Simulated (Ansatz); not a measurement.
# GeBi3 under changes of volume

One of the cells (28.909 Å³/atom); the others are scaled copies at fixed shape and fractional positions:

```xyz
4
Lattice="0.0000 3.8668 3.8668 3.8668 0.0000 3.8668 3.8668 3.8668 0.0000" Properties=species:S:1:pos:R:3 pbc="T T T"
Bi    3.8668    3.8668    3.8668
Bi    5.8002    5.8002    5.8002
Bi    1.9334    1.9334    1.9334
Ge    0.0000    0.0000    0.0000
```

The cell comes from a database or a generator and needn't be the stable form of this composition.

| Quantity | Value |
| --- | --- |
| Program | Ansatz 0.2.0 |
| Functional | PBE |
| Potentials or basis | Ansatz PAW |
| Cutoff | 420 eV (not typed: the program's choice for these potentials) |
| k mesh | 6 × 6 × 6 |
| Occupations | fermi-dirac, width 0.05 eV |
| Spin | no spin polarisation |

```tsv
volume (Å³/atom)	energy over the lowest point (meV/atom)	pressure (GPa)
27.174	34.62	5.0
27.753	18.74	3.6
28.331	7.98	2.3
28.909	1.90	1.1
29.487	0.00	0.0
30.065	?	?
30.643	7.08	-1.9
```

What does the run at 30.065 Å³/atom give?

Energy over the lowest point 1.86 meV/atom; pressure -1.0 GPa.

Worked out: A Birch-Murnaghan fit of order 3 (a polynomial in V^(-2/3)) to the other rows has its minimum at 29.48 Å³/atom with B0 = V·E''(V) = 53 GPa and B' = 4.3. It gives 1.84 meV/atom at 30.065 Å³/atom, against the run's 1.86, and -dE/dV = -1.0 GPa, against -1.0.

Energies are extrapolated to zero smearing.
